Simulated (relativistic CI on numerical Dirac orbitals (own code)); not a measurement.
# Ba XXV (Ba²⁴⁺): levels and lines

Aim: the low levels of Ba²⁴⁺, their labels and the strongest lines; runs with one setting changed show what the result hangs on.

Program: relativistic CI on numerical Dirac orbitals (own code) version 4. Level of theory: Dirac-Coulomb-Breit CI, KLI orbitals optimised for each configuration, model QED (radiative potential, 1s self-energy scaled to tabulated hydrogen-like ionisation energies). These are calculated values, not measurements, unless marked.

### Step 1. Starting point

- ion: Ba²⁴⁺ (Ba XXV)
- nuclear charge: 56
- electrons: 32
- isotope: A = 138
- first configuration typed: [Ar] 3d10 4s2 4p2

The outer shells:

first configuration typed
```
[Ar] core
3d [↑↓][↑↓][↑↓][↑↓][↑↓]
4s [↑↓]
4p [↑ ][↑ ][  ]
```

### Step 2. The main run

Settings of the run:

```ini
atom Ba  Z=56  charge=24  electrons=32
nucleus A=138  rms_radius_fm=4.8378
hamiltonian dirac-coulomb  breit=on  qed=on  c_scale=1
orbitals kli  potential=per-configuration
slater_scale 1
correlation none
mixing on
configurations
  [Ar] 3d10 4s2 4p2
  [Ar] 3d10 4s 4p3
  [Ar] 3d10 4s2 4p 4d
  [Ar] 3d10 4p4
  [Ar] 3d10 4s 4p2 4d
  [Ar] 3d10 4s2 4p 4f
  [Ar] 3d10 4s 4p2 4f
  [Ar] 3d10 4p3 4d
  [Ar] 3d10 4s 4p 4d2
  [Ar] 3d10 4s2 4d 4f
  [Ar] 3d10 4p3 4f
  [Ar] 3d10 4s2 4p 5s
  [Ar] 3d10 4p3 5s
  [Ar] 3d10 4s2 4p 5p
  [Ar] 3d10 4p2 4d 4f
  [Ar] 3d10 4s 4p 4d 5s
  [Ar] 3d10 4s 4p 4f2
  [Ar] 3d10 4s 4p2 5s
  [Ar] 3d10 4s2 4p 5d
  [Ar] 3d10 4s2 4f 5s
  [Ar] 3d10 4s 4p2 5p
  [Ar] 3d10 4s2 4p 5f
  [Ar] 3d10 4s2 4p 5g
  [Ar] 3d10 4s 4p2 5d
  [Ar] 3d10 4s2 4p 6s
  [Ar] 3d10 4p2 4f 5s
  [Ar] 3d10 4s2 4p 6p
  [Ar] 3d10 4s2 4d2
  [Ar] 3d10 4s 4d3
  [Ar] 3d10 4s 4d2 4f
  [Ar] 3d10 4p2 4d2
  [Ar] 3d10 4p 4d3
  [Ar] 3d10 4p 4d2 4f
  [Ar] 3d10 4p 4d2 5s
  [Ar] 3d10 4s2 4f2
  [Ar] 3d10 4s 4d 4f2
  [Ar] 3d10 4s 4f3
  [Ar] 3d10 4p2 4f2
  [Ar] 3d10 4p 4d 4f2
  [Ar] 3d10 4p 4f3
  [Ar] 3d10 4p 4f2 5s
  [Ar] 3d10 4s 4p 4d 4f
  [Ar] 3d10 4s 4d 4f 5s
  [Ar] 3d10 4s2 4d 5s
  [Ar] 3d10 4s 4d2 5s
  [Ar] 3d10 4p2 4d 5s
  [Ar] 3d10 4p 4d 4f 5s
  [Ar] 3d10 4p 4d 5s2
  [Ar] 3d10 4s 4p 4f 5s
  [Ar] 3d10 4s 4f2 5s
  [Ar] 3d10 4s 4f 5s2
  [Ar] 3d10 4s2 5s2
  [Ar] 3d10 4s 4d 5s2
end
```

Run with:

```bash
$ python run_levels.py task.json out
```

task.json lists these runs, among others, and the program works through them in turn.

### Step 3. Without configuration mixing

Changes to the settings of step 2:

```diff
@@ -6,3 +6,3 @@
 correlation none
-mixing on
+mixing off
 configurations
```

### Step 4. The first configuration alone

Settings of the run:

```ini
atom Ba  Z=56  charge=24  electrons=32
nucleus A=138  rms_radius_fm=4.8378
hamiltonian dirac-coulomb  breit=on  qed=on  c_scale=1
orbitals kli  potential=per-configuration
slater_scale 1
correlation none
mixing on
configurations
  [Ar] 3d10 4s2 4p2
end
```

(Steps that only read results are left out.)

Before running it: what results should come out? Wanted: lowest level; first excitation; lowest level of the other parity; fastest E1 line; ionisation energy.

**Answer**, as computed:

| run | time | mean size of shift, levels followed (cm⁻¹) | lowest level | ionisation energy (eV) |
| --- | --- | --- | --- | --- |
| main run | 9.6 s | 0 | 4p2 [4p1/2^2] J=0 | 808.16 |
| without configuration mixing | 9.3 s | 10575 | 4p2 [4p1/2^2] J=0 | - |
| the first configuration alone | 0.087 s | 3168 | 4p2 [4p1/2^2] J=0 | - |

The tabulated theoretical ionisation energy (NIST) is 809 eV.

| quantity | value |
| --- | --- |
| lowest level | 4p2 [4p1/2^2] J=0 |
| first excitation | 4p2 3P1, 141979 cm⁻¹ |
| lowest level of the other parity | 4s 4p3 [4s 4p3/2] J=2°, 567230 cm⁻¹ |
| levels in the model | 4279 |
| fastest E1 line (by rate) to the lowest level among the lowest 400 of 4279 levels | 10.09 nm, from 4p 4d [4p1/2 4d3/2] J=1° |
| ionisation energy | 808.16 eV |
| ionisation energy, tabulated theoretical (NIST) | 809 eV |

The lowest level is 4p2 [4p1/2^2] J=0, 76 % pure in LS and 97 % in jj coupling; over the low levels the means are 64 and 86 %, so jj coupling describes them better. The ionisation energy agrees with the tabulated theoretical value within its uncertainty of 4 eV. The largest mover is «without configuration mixing» (10575 cm⁻¹ on average). Lifetimes count radiative decay inside the model alone.
